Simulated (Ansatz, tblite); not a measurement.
# ZnMeCl (CH3ClZn): rung by rung

How do method and basis change the picture of ZnMeCl (CH3ClZn) (singlet)?

Program: Ansatz 0.2.0, Gaussian basis. Level of theory: as each input shows. These are calculated values, not measurements.

The runs, in order: GFN1-xTB, GFN2-xTB, PBE-D4/def2-TZVP, r2SCAN-D4/def2-TZVP, B97M-V/def2-TZVP, BHLYP-D4/def2-TZVP, HF/def2-TZVP, PBE-QIDH/def2-TZVP, ωB97X-V/def2-TZVP, B2PLYP/def2-TZVP, LDA/def2-TZVP, PBE-D4/def2-SVP, PBE0-D4/def2-SVP, HF/STO-3G, PBE0-D4/def2-TZVPD, PBE-D4/def2-TZVPD, r2SCAN-D4/def2-TZVPD, CCSD(T)/def2-TZVPP, MP2/def2-TZVP, RPA/def2-TZVP.

## Step 1: The structure

The singlet was relaxed beforehand with B3LYP-D4/def2-TZVP.

6 atoms, charge 0, spin multiplicity 1.

Bond lengths: Zn1–C2 1.939 Å, Zn1–Cl6 2.125 Å, C2–H3 1.090 Å, C2–H4 1.090 Å, C2–H5 1.090 Å. Angles: C2–Zn1–Cl6 179.9°, Zn1–C2–H3 110.2°, Zn1–C2–H4 110.1°, Zn1–C2–H5 110.1°, H3–C2–H4 108.8°, H3–C2–H5 108.8°, H4–C2–H5 108.8°.

PBE0-D4/def2-TZVP was run before; its log isn't repeated, and its numbers join the tables.

## Step 2: GFN1-xTB

Tight binding, by tblite at 300 K electronic temperature and without a spin-polarisation term:

```python
tblite.interface.Calculator('GFN1-xTB', numbers, positions, charge=0, uhf=0).singlepoint()
```

Energy -239.4542 eV, HOMO -11.73 eV, LUMO -6.42 eV; 0.003 s.

## Step 3: GFN2-xTB

Tight binding, by tblite at 300 K electronic temperature and without a spin-polarisation term:

```python
tblite.interface.Calculator('GFN2-xTB', numbers, positions, charge=0, uhf=0).singlepoint()
```

Energy -238.8799 eV, HOMO -11.16 eV, LUMO -6.04 eV; 0.002 s.

## Step 4: PBE-D4/def2-TZVP

start.molden holds the orbitals of an earlier run on this state, given as this run's starting guess.

Contents of in.yaml:

```yaml
crystal:
  periodic: [false, false, false]
  atoms:
    - {symbol: Zn, position_ang: [-0.005890, 0.004113, -1.125808]}
    - {symbol: C, position_ang: [0.003687, -0.001354, 0.813022]}
    - {symbol: H, position_ang: [-0.446502, 0.915711, 1.193457]}
    - {symbol: H, position_ang: [1.027170, -0.070456, 1.182154]}
    - {symbol: H, position_ang: [-0.563652, -0.853633, 1.187624]}
    - {symbol: Cl, position_ang: [-0.014803, 0.005620, -3.250449]}
basis:
  gaussian: {orbitals: def2-TZVP, initial_orbitals: start.molden}
hamiltonian: {xc: pbe, dispersion: d4}
scf: {omitted_lower_state_checks: [starts]}
output: {orbitals: {seedname: orbitals}}
```

Started as:

```
$ ansatz run in.yaml --threads 4 --pin off --events-out ev --progress --plain --max-ram 3916MiB
```

Further steps of the session: r2SCAN-D4/def2-TZVP; B97M-V/def2-TZVP; BHLYP-D4/def2-TZVP; HF/def2-TZVP; PBE-QIDH/def2-TZVP; ωB97X-V/def2-TZVP; B2PLYP/def2-TZVP; LDA/def2-TZVP; PBE-D4/def2-SVP; PBE0-D4/def2-SVP; HF/STO-3G; PBE0-D4/def2-TZVPD; PBE-D4/def2-TZVPD; r2SCAN-D4/def2-TZVPD; CCSD(T)/def2-TZVPP; MP2/def2-TZVP; RPA/def2-TZVP.

**Question.** What will the summary of the whole plan be? Wanted: gap in def2-TZVP, named functionals and Hartree-Fock, smallest and largest; correlation energy, CCSD(T)/def2-TZVPP; correlation energy, MP2/def2-TZVP; binding an atom, CCSD(T)/def2-TZVPP; PBE0 total energy, smallest basis above largest.

The runs gave:

| quantity | value |
| --- | --- |
| gap in def2-TZVP, named functionals and Hartree-Fock, smallest and largest | 5.85 eV (LDA), 13.01 eV (HF) |
| correlation energy, CCSD(T)/def2-TZVPP | -24.20 eV |
| correlation energy, MP2/def2-TZVP | -21.30 eV |
| binding an atom, CCSD(T)/def2-TZVPP | 3.073 eV |
| PBE0 total energy, smallest basis above largest | 12.62 eV (def2-SVP, def2-TZVPD) |

Over the named functionals and Hartree-Fock in def2-TZVP the gap runs from 5.85 eV (LDA) to 13.01 eV (HF); exact exchange widens it. A small miss in a minimal or small basis is a cancelling of errors, not accuracy. The functionals in def2-TZVP miss CCSD(T)/def2-TZVPP by -0.021 (BHLYP-D4) to +0.478 eV (LDA) an atom. CCSD(T)/def2-TZVPP isn't at the basis-set limit; small misses against it rank nothing.
